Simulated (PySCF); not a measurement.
**A gas-phase reaction: F2H4Si2 + F2 → F3H3Si2 + FH**

Aim: the reaction energy of `F[SiH](F)[SiH3]` + `FF` → `F[Si](F)(F)[SiH3]` + `F`.

Computed with PySCF 2.14.0; each step states its level. No surroundings beyond the atoms listed, unless a continuum is named. Atoms count from 0, parts from 1.

## (1) Starting point

Each species was relaxed by itself at PBE0-D3(BJ)/def2-SVPD.

## (2) Reaction energy: wB97M-D3(BJ)/def2-TZVPD

Job settings and geometry (Å):

```
{"job": {"kind": "react", "xc": "wB97M-D3(BJ)", "basis": "def2-TZVPD"}, "charge": 0, "multiplicity": 1}
-1 F2H4Si2 charge 0 multiplicity 1
F     -1.654740    -1.267220    -0.897300
Si    -1.145380    -0.071890     0.091210
F     -1.776160     1.316190    -0.490990
Si     1.190660     0.057520    -0.011720
H     -1.775320    -0.308580     1.416560
H      1.648480     1.222570     0.800810
H      1.603670     0.227520    -1.434470
H      1.771520    -1.198760     0.546470

-1 F2 charge 0 multiplicity 1
F      0.688390     0.026500    -0.011740
F     -0.688390    -0.026500     0.011740

+1 F3H3Si2 charge 0 multiplicity 1
F      1.262610    -1.403420     1.273510
Si     0.897560    -0.606240    -0.085600
F      0.765710    -1.720570    -1.249350
F      2.190830     0.290430    -0.456130
Si    -1.031860     0.678040     0.141970
H     -0.847070     1.583390     1.310470
H     -1.223960     1.464320    -1.108710
H     -2.179400    -0.244740     0.366430

+1 FH charge 0 multiplicity 1
F      0.459060     0.019970    -0.023510
H     -0.459060    -0.019970     0.023510
```

Level: wB97M-D3(BJ)/def2-TZVPD reaction energy of separated species, gas phase.

Started as:

```
OMP_NUM_THREADS=1 python cluster_run.py task.json out
```

The driver reads the jobs from task.json and runs them one after another.

Standard output:

```text
species 1 (F2H4Si2)
coarse grid: 33312 points
cycle   1  E = -781.3111192447  dE = -3.578e-02  |g| = 7.535e-01  |ddm| = 2.066e+00
cycle   2  E = -781.2940280049  dE =  1.709e-02  |g| = 9.349e-01  |ddm| = 8.168e-01
cycle   3  E = -781.4145904872  dE = -1.206e-01  |g| = 3.819e-02  |ddm| = 4.033e-01
cycle   4  E = -781.4150273210  dE = -4.368e-04  |g| = 1.316e-02  |ddm| = 6.468e-02
cycle   5  E = -781.4150818584  dE = -5.454e-05  |g| = 2.478e-03  |ddm| = 1.881e-02
cycle   6  E = -781.4150843129  dE = -2.455e-06  |g| = 5.593e-04  |ddm| = 4.320e-03
final grid: 68552 points
cycle   7  E = -781.4150197479  dE = -3.033e-07  |g| = 4.771e-04  |ddm| = 1.893e-03
cycle   8  E = -781.4150197665  dE = -1.867e-08  |g| = 5.087e-04  |ddm| = 5.541e-04
cycle   9  E = -781.4150198012  dE = -3.467e-08  |g| = 4.604e-05  |ddm| = 2.054e-04
cycle  10  E = -781.4150198034  dE = -2.172e-09  |g| = 1.652e-05  |ddm| = 1.044e-04
cycle  11  E = -781.4150198035  dE = -1.626e-10  |g| = 3.709e-06  |ddm| = 3.280e-05
converged SCF energy = -781.4150198035

species 2 (F2)
coarse grid: 10600 points
cycle   1  E = -199.6113021961  dE =  1.196e-02  |g| = 3.458e-01  |ddm| = 1.052e+00
cycle   2  E = -199.6264088150  dE = -1.511e-02  |g| = 1.647e-01  |ddm| = 1.842e-01
cycle   3  E = -199.6293669616  dE = -2.958e-03  |g| = 2.217e-02  |ddm| = 5.435e-02
cycle   4  E = -199.6294285429  dE = -6.158e-05  |g| = 8.600e-03  |ddm| = 1.161e-02
cycle   5  E = -199.6294393929  dE = -1.085e-05  |g| = 7.501e-04  |ddm| = 4.105e-03
cycle   6  E = -199.6294395313  dE = -1.383e-07  |g| = 3.049e-05  |ddm| = 6.348e-04
final grid: 23208 points
cycle   7  E = -199.6294276555  dE = -2.230e-09  |g| = 2.067e-05  |ddm| = 1.239e-04
cycle   8  E = -199.6294276556  dE = -7.324e-11  |g| = 1.072e-05  |ddm| = 1.698e-05
converged SCF energy = -199.6294276556

species 3 (F3H3Si2)
coarse grid: 36144 points
cycle   1  E = -880.6624263768  dE =  1.649e-01  |g| = 8.874e-01  |ddm| = 2.185e+00
cycle   2  E = -880.6488160691  dE =  1.361e-02  |g| = 1.063e+00  |ddm| = 9.927e-01
cycle   3  E = -880.8024802553  dE = -1.537e-01  |g| = 4.041e-02  |ddm| = 4.908e-01
cycle   4  E = -880.8029930963  dE = -5.128e-04  |g| = 1.378e-02  |ddm| = 7.321e-02
cycle   5  E = -880.8030544923  dE = -6.140e-05  |g| = 2.726e-03  |ddm| = 2.022e-02
cycle   6  E = -880.8030573728  dE = -2.880e-06  |g| = 6.314e-04  |ddm| = 5.262e-03
final grid: 74784 points
cycle   7  E = -880.8029982113  dE = -4.579e-07  |g| = 5.929e-04  |ddm| = 3.526e-03
cycle   8  E = -880.8029982289  dE = -1.756e-08  |g| = 6.387e-04  |ddm| = 8.332e-04
cycle   9  E = -880.8029982819  dE = -5.303e-08  |g| = 4.601e-05  |ddm| = 2.662e-04
cycle  10  E = -880.8029982837  dE = -1.794e-09  |g| = 2.073e-05  |ddm| = 1.467e-04
cycle  11  E = -880.8029982838  dE = -1.296e-10  |g| = 7.881e-06  |ddm| = 3.565e-05
converged SCF energy = -880.8029982838

species 4 (FH)
coarse grid: 7776 points
cycle   1  E = -100.4688193661  dE = -9.408e-02  |g| = 4.644e-01  |ddm| = 6.197e-01
cycle   2  E = -100.4725003418  dE = -3.681e-03  |g| = 5.038e-01  |ddm| = 3.808e-01
cycle   3  E = -100.5053143015  dE = -3.281e-02  |g| = 2.574e-02  |ddm| = 1.678e-01
cycle   4  E = -100.5053902796  dE = -7.598e-05  |g| = 5.006e-03  |ddm| = 1.077e-02
cycle   5  E = -100.5053949208  dE = -4.641e-06  |g| = 4.334e-04  |ddm| = 3.766e-03
final grid: 16976 points
cycle   6  E = -100.5053933898  dE = -6.401e-08  |g| = 1.053e-04  |ddm| = 8.212e-04
cycle   7  E = -100.5053933933  dE = -3.450e-09  |g| = 7.970e-05  |ddm| = 2.174e-04
cycle   8  E = -100.5053933941  dE = -8.318e-10  |g| = 2.078e-05  |ddm| = 3.728e-05
converged SCF energy = -100.5053933941

Reaction energy = -165.698 kcal/mol
```

Run time: 61 s. Hardware: 1 thread of Arm Neoverse N1, shared host; peak memory 0.79 GiB.

Species by species (with the dispersion term, which the log's SCF energies lack):

| ν | species | energy (Eh) | HOMO (eV) |
| --- | --- | --- | --- |
| -1 | F[SiH](F)[SiH3] | -781.42166 | -10.88 |
| -1 | FF | -199.62975 | -14.36 |
| +1 | F[Si](F)(F)[SiH3] | -880.80983 | -11.72 |
| +1 | F | -100.50563 | -14.54 |

## (3) Energies of the species: PBE0-D3(BJ)/def2-TZVPD

The job, as its differences from that of step 2:

```diff
@@ -1,2 +1,2 @@
-{"job": {"kind": "react", "xc": "wB97M-D3(BJ)", "basis": "def2-TZVPD"}, "charge": 0, "multiplicity": 1}
+{"job": {"kind": "react", "xc": "PBE0", "basis": "def2-TZVPD", "disp": "d3bj"}, "charge": 0, "multiplicity": 1}
 -1 F2H4Si2 charge 0 multiplicity 1
```

Method: PBE0-D3(BJ)/def2-TZVPD reaction energy of separated species, gas phase.

Standard output:

```text
species 1 (F2H4Si2)
coarse grid: 7904 points
cycle   1  E = -780.7752659847  dE =  1.802e-02  |g| = 7.435e-01  |ddm| = 2.092e+00
cycle   2  E = -780.6180222045  dE =  1.572e-01  |g| = 1.275e+00  |ddm| = 9.495e-01
cycle   3  E = -780.8633749968  dE = -2.454e-01  |g| = 3.171e-02  |ddm| = 5.991e-01
cycle   4  E = -780.8635047788  dE = -1.298e-04  |g| = 1.301e-02  |ddm| = 3.871e-02
cycle   5  E = -780.8635331491  dE = -2.837e-05  |g| = 1.938e-03  |ddm| = 1.238e-02
cycle   6  E = -780.8635341663  dE = -1.017e-06  |g| = 4.520e-04  |ddm| = 2.570e-03
final grid: 68552 points
cycle   7  E = -780.8684570060  dE = -2.848e-05  |g| = 2.758e-03  |ddm| = 2.200e-02
cycle   8  E = -780.8684558997  dE =  1.106e-06  |g| = 3.895e-03  |ddm| = 3.254e-03
cycle   9  E = -780.8684580499  dE = -2.150e-06  |g| = 2.688e-04  |ddm| = 1.809e-03
cycle  10  E = -780.8684580596  dE = -9.765e-09  |g| = 7.100e-05  |ddm| = 2.199e-04
cycle  11  E = -780.8684580607  dE = -1.080e-09  |g| = 1.439e-05  |ddm| = 8.018e-05
cycle  12  E = -780.8684580607  dE = -4.070e-11  |g| = 6.931e-06  |ddm| = 1.169e-05
converged SCF energy = -780.8684580607

species 2 (F2)
coarse grid: 2176 points
cycle   1  E = -199.3949387149  dE =  9.182e-02  |g| = 2.764e-01  |ddm| = 1.052e+00
cycle   2  E = -199.4014677671  dE = -6.529e-03  |g| = 1.374e-01  |ddm| = 1.363e-01
cycle   3  E = -199.4037827809  dE = -2.315e-03  |g| = 2.290e-02  |ddm| = 5.059e-02
cycle   4  E = -199.4038457876  dE = -6.301e-05  |g| = 8.080e-03  |ddm| = 1.132e-02
cycle   5  E = -199.4038539931  dE = -8.205e-06  |g| = 1.817e-04  |ddm| = 3.279e-03
final grid: 23208 points
cycle   6  E = -199.4096320488  dE = -7.841e-06  |g| = 1.274e-03  |ddm| = 8.101e-03
cycle   7  E = -199.4096321021  dE = -5.327e-08  |g| = 1.043e-03  |ddm| = 8.926e-04
cycle   8  E = -199.4096322410  dE = -1.389e-07  |g| = 7.384e-05  |ddm| = 4.302e-04
cycle   9  E = -199.4096322417  dE = -7.014e-10  |g| = 1.954e-05  |ddm| = 3.145e-05
converged SCF energy = -199.4096322417

species 3 (F3H3Si2)
coarse grid: 8368 points
cycle   1  E = -880.0150272539  dE =  2.202e-01  |g| = 8.821e-01  |ddm| = 2.242e+00
cycle   2  E = -879.8310831230  dE =  1.839e-01  |g| = 1.440e+00  |ddm| = 1.150e+00
cycle   3  E = -880.1367789011  dE = -3.057e-01  |g| = 2.738e-02  |ddm| = 7.130e-01
cycle   4  E = -880.1368702700  dE = -9.137e-05  |g| = 1.073e-02  |ddm| = 3.587e-02
cycle   5  E = -880.1368855788  dE = -1.531e-05  |g| = 1.591e-03  |ddm| = 8.736e-03
cycle   6  E = -880.1368861314  dE = -5.527e-07  |g| = 6.786e-04  |ddm| = 2.315e-03
final grid: 74784 points
cycle   7  E = -880.1446415760  dE = -3.994e-05  |g| = 3.790e-03  |ddm| = 2.321e-02
cycle   8  E = -880.1446394912  dE =  2.085e-06  |g| = 5.354e-03  |ddm| = 4.208e-03
cycle   9  E = -880.1446434663  dE = -3.975e-06  |g| = 2.247e-04  |ddm| = 2.460e-03
cycle  10  E = -880.1446434723  dE = -5.954e-09  |g| = 8.209e-05  |ddm| = 1.635e-04
cycle  11  E = -880.1446434730  dE = -7.317e-10  |g| = 4.073e-05  |ddm| = 6.284e-05
cycle  12  E = -880.1446434732  dE = -2.324e-10  |g| = 5.249e-06  |ddm| = 1.848e-05
converged SCF energy = -880.1446434732

species 4 (FH)
coarse grid: 1712 points
cycle   1  E = -100.3541004833  dE = -3.605e-02  |g| = 4.957e-01  |ddm| = 6.253e-01
cycle   2  E = -100.3145820839  dE =  3.952e-02  |g| = 7.430e-01  |ddm| = 5.125e-01
cycle   3  E = -100.3938234352  dE = -7.924e-02  |g| = 2.284e-02  |ddm| = 2.892e-01
cycle   4  E = -100.3938989975  dE = -7.556e-05  |g| = 4.205e-03  |ddm| = 9.787e-03
cycle   5  E = -100.3939009813  dE = -1.984e-06  |g| = 3.555e-04  |ddm| = 1.247e-03
final grid: 16976 points
cycle   6  E = -100.3948395570  dE = -1.855e-05  |g| = 3.990e-03  |ddm| = 7.489e-03
cycle   7  E = -100.3948376398  dE =  1.917e-06  |g| = 5.487e-03  |ddm| = 3.347e-03
cycle   8  E = -100.3948417122  dE = -4.072e-06  |g| = 9.945e-05  |ddm| = 2.009e-03
cycle   9  E = -100.3948417135  dE = -1.282e-09  |g| = 1.780e-05  |ddm| = 3.930e-05
cycle  10  E = -100.3948417135  dE = -4.870e-11  |g| = 3.054e-06  |ddm| = 1.026e-05
converged SCF energy = -100.3948417135

Reaction energy = -164.117 kcal/mol
```

Run time: 31 s. Hardware: 1 thread of Arm Neoverse N1, shared host; peak memory 0.67 GiB.

Reaction energy at this level: -164.1 kcal/mol.

## (4) Side by side

Energies in kcal/mol, with wall time:

| run | reaction | time |
| --- | --- | --- |
| wB97M-D3(BJ)/def2-TZVPD | -165.7 | 61 s |
| PBE0-D3(BJ)/def2-TZVPD | -164.1 | 31 s |

## (5) Outcome

```
                                                quantity                      value
               reaction energy (wB97M-D3(BJ)/def2-TZVPD)            -165.7 kcal/mol
                     ΔH, ΔG at 298 K (xTB thermal terms)    -164.6, -161.9 kcal/mol
range of the reaction energy over the runs of this table  -165.7 to -164.1 kcal/mol
```

In words: The reaction is exothermic by 164.6 kcal/mol in the gas phase; dispersion gives -0.07, and xTB itself gave -117.6 for the electronic energy (xTB energies and thermal terms come from the earlier relaxation of each species, not shown). No barrier was sought. xTB and this level differ widely in the electronic energy, so what comes from xTB (the thermal terms above all) is less safe here. The reaction energy runs from -165.7 (wB97M-D3(BJ)/def2-TZVPD) to -164.1 kcal/mol (PBE0-D3(BJ)/def2-TZVPD).
